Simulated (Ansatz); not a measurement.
# SnF₂: how energies converge with the basis set

An exercise on one series of results from a longer session: the logs are not shown, and one member is left open.

The runs use Ansatz 0.2.0, Gaussian basis; one geometry, several basis sets.

The runs, in order: PBE0-D4/def2-SVP; ωB97M-V/def2-SVP; PBE0-D4/def2-QZVPP; ωB97M-V/def2-QZVPP; the functionals' def2-TZVPP values are taken from earlier runs.

### The geometry

The geometry comes from an earlier relaxation with PBE0-D4 in a triple-zeta def2 set; it is a stationary point. Sn takes the def2 core potential; no spin-orbit term is included.

SMILES `[F][Sn][F]`, 3 atoms, charge 0, spin multiplicity 1.

Atoms are counted from 1 here; the program's logs count them from 0.

Bond lengths: F1–Sn2 1.932 Å, Sn2–F3 1.932 Å. Angles: F1–Sn2–F3 95.7°.

Set-up of the first run:

File in.yaml:

```yaml
crystal:
  periodic: [false, false, false]
  atoms:
    - {symbol: F, position_ang: [-1.297404, 0.293424, -0.686320]}
    - {symbol: Sn, position_ang: [0.327844, 0.730874, 0.262122]}
    - {symbol: F, position_ang: [0.958560, -1.089099, 0.410998]}
basis:
  gaussian: {orbitals: def2-SVP}
hamiltonian: {xc: pbe0, dispersion: d4}
output: {orbitals: {seedname: orbitals}}
```

On the command line:

```console
$ ansatz run in.yaml --threads 2 --pin off --events-out ev --progress --plain --max-ram 22528MiB --backend cpu
```

Steps of the session up to this table: PBE0-D4 in def2-SVP; ωB97M-V in def2-SVP; PBE0-D4 in def2-QZVPP; ωB97M-V in def2-QZVPP.

One of the session's tables, all rows but one given; the rest of the session is left out.

It belongs to the step «Functionals by basis». 

| functional | basis | HOMO (eV) | LUMO (eV) |
| --- | --- | --- | --- |
| PBE0-D4 | def2-SVP | -8.48 | -2.61 |
| PBE0-D4 | def2-TZVPP | -8.72 | -2.77 |
| PBE0-D4 | def2-QZVPP | -8.76 | -2.81 |
| ωB97M-V | def2-SVP | -10.64 | -0.73 |
| ωB97M-V | def2-TZVPP | -10.91 | -0.98 |
| ωB97M-V | def2-QZVPP | ? | ? |

**Question.** Estimate the row for ωB97M-V, def2-QZVPP.

As computed: HOMO (eV): -10.96; LUMO (eV): -1.05. In the column «HOMO (eV)» it is the lowest.
